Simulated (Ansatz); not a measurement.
# DyW2: the cost of one run

Computed with Ansatz 0.2.0 (DFT PBE, scalar-relativistic, plane waves, PAW; 4f electrons in the core of a trivalent norm-conserving potential, unless a step's input says otherwise).

## Step 1: The structure to begin with

The structure is tetragonal, space group P-4m2 (No. 115). Conventional cell: a = 3.495 Å, b = 3.495 Å, c = 5.183 Å, α = 90.00°, β = 90.00°, γ = 90.00°. Dy (site symmetry -4m2) has 4 W at 2.26 Å in its first shell of neighbours. Around W (site symmetry 2mm) lie 2 Dy at 2.26 Å.

Structure file:

```
CELL_PARAMETERS angstrom
3.49530 0.00000 0.00000
0.00000 3.49530 0.00000
0.00000 0.00000 5.18275
ATOMIC_POSITIONS crystal
Dy 0.00000 0.00000 0.50000
W 0.50000 0.00000 0.77776
W 0.00000 0.50000 0.22224
```

Recipe of the guess: species swapped into a database cell of AgI2 (P-4m2, No. 115), with Dy on the Ag sites and W on the I sites. Its size is a rough estimate.

## Step 2: Probe: one point on a coarse mesh

The input, input.yaml:

```yaml
crystal:
  lattice:
    - [3.49530111, 0.0, 0.0]
    - [0.0, 3.49530111, 0.0]
    - [0.0, 0.0, 5.18275395]
  atoms:
    - { symbol: Dy, position: [0.0, 0.0, 0.5] }
    - { symbol: W, position: [0.5, 0.0, 0.777762] }
    - { symbol: W, position: [0.0, 0.5, 0.222238] }
basis:
  ecutwfc: 630
kpoints:
  mp_grid: { grid: [6, 6, 4] }
hamiltonian:
  xc: pbe
  pseudopotentials:
    kind: paw
    azcp: { Dy: "pseudopotentials/pbe/nc/lanthanide_3plus/Dy.nc.azcp" }
scf:
  occupations: { method: gaussian, width: 0.1 }
  lower_state_search: "off"
output:
  forces: true
  stress: true
  eigenvalues: true
```

Command:

```
ansatz run input.yaml --threads 1 --pin off --max-ram 2560MiB --backend cpu --events-out ev --progress --plain --runs-dir out
```

**Question.** How long does this run take on 1 thread of Intel Xeon at 2.70GHz, shared host, and how much memory does it need?

About 10 s, with a peak of 0.35 GiB.
